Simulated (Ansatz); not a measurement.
# Si3Ni: from a guess to a relaxed structure

Aim: relax a trial structure of Si3Ni and see where it ends.

Program: Ansatz 0.2.0. Level of theory: DFT PBE, scalar-relativistic, plane waves, PAW. These are calculated values, not measurements.

**1. The system as given**

Symmetry: Pm-3n, No. 223, cubic system. Conventional cell: a = 4.711 Å, b = 4.711 Å, c = 4.711 Å, α = 90.00°, β = 90.00°, γ = 90.00°. Si (site symmetry -4m2) is surrounded by 2 Si at 2.36 Å and 4 Ni at 2.63 Å. Ni (site symmetry m-3) has 12 Si at 2.63 Å in its first shell of neighbours.

Structure file:

```cif
data_structure
_symmetry_space_group_name_H-M 'P 1'
_symmetry_Int_Tables_number 1
_cell_length_a 4.7112
_cell_length_b 4.7112
_cell_length_c 4.7112
_cell_angle_alpha 90.000
_cell_angle_beta 90.000
_cell_angle_gamma 90.000
_cell_volume 104.57
loop_
_atom_site_label
_atom_site_type_symbol
_atom_site_fract_x
_atom_site_fract_y
_atom_site_fract_z
_atom_site_occupancy
Si1 Si 0.25000 0.00000 0.50000 1
Si2 Si 0.50000 0.75000 0.00000 1
Si3 Si 0.75000 0.00000 0.50000 1
Si4 Si 0.50000 0.25000 0.00000 1
Si5 Si 0.00000 0.50000 0.75000 1
Si6 Si 0.00000 0.50000 0.25000 1
Ni1 Ni 0.00000 0.00000 0.00000 1
Ni2 Ni 0.50000 0.50000 0.50000 1
```

Recipe of the guess: species swapped into a database cell of Cr3Ga (Pm-3n, No. 223), with Si on the Cr sites and Ni on the Ga sites. The dimensions are guesses.

**2. Probe: one point on a coarse mesh**

input.yaml

```yaml
crystal:
  lattice:
    - [4.71122115, 0.0, 0.0]
    - [0.0, 4.71122115, 0.0]
    - [0.0, 0.0, 4.71122115]
  atoms:
    - { symbol: Si, position: [0.25, 0.0, 0.5] }
    - { symbol: Si, position: [0.5, 0.75, 0.0] }
    - { symbol: Si, position: [0.75, 0.0, 0.5] }
    - { symbol: Si, position: [0.5, 0.25, 0.0] }
    - { symbol: Si, position: [0.0, 0.5, 0.75] }
    - { symbol: Si, position: [0.0, 0.5, 0.25] }
    - { symbol: Ni, position: [0.0, 0.0, 0.0], spin: 2.0 }
    - { symbol: Ni, position: [0.5, 0.5, 0.5], spin: 2.0 }
basis:
  ecutwfc: 420
kpoints:
  mp_grid: { grid: [4, 4, 4] }
hamiltonian:
  xc: pbe
scf:
  occupations: { method: gaussian, width: 0.1 }
  lower_state_search: "off"
output:
  forces: true
  stress: true
  eigenvalues: true
  populations: true
magnetization:
  spin_polarized: true
```

On the command line:

```sh
ansatz run input.yaml --threads 1 --pin off --max-ram 2560MiB --backend cpu --events-out ev --progress --plain --runs-dir out
```

The session goes on with these runs: full relaxation.

**Question.** What will these runs give? Wanted: conventional cell; volume; energy over the elements; gap on the mesh.

The runs gave:

```
                              quantity                                                                      value
symmetry at the end (tolerance 0.05 Å)                                                space group Pm-3n (No. 223)
                     conventional cell  a = 4.731 Å, b = 4.731 Å, c = 4.731 Å, α = 90.00°, β = 90.00°, γ = 90.00°
                                volume                                                              13.24 Å³/atom
              energy over the elements                                                              +0.27 eV/atom
                       gap on the mesh                                                               none (metal)
```

The space group Pm-3n (No. 223) is kept, and the volume per atom grows by 1.3 % from the first guess. With a positive formation energy it can't be a ground state. No finished test with a distortion of lower symmetry is shown, so the end may be a saddle point. A spin-polarised run here lost its starting moments, which speaks against magnetism, though one start doesn't rule it out. Other magnetic orders were not searched.
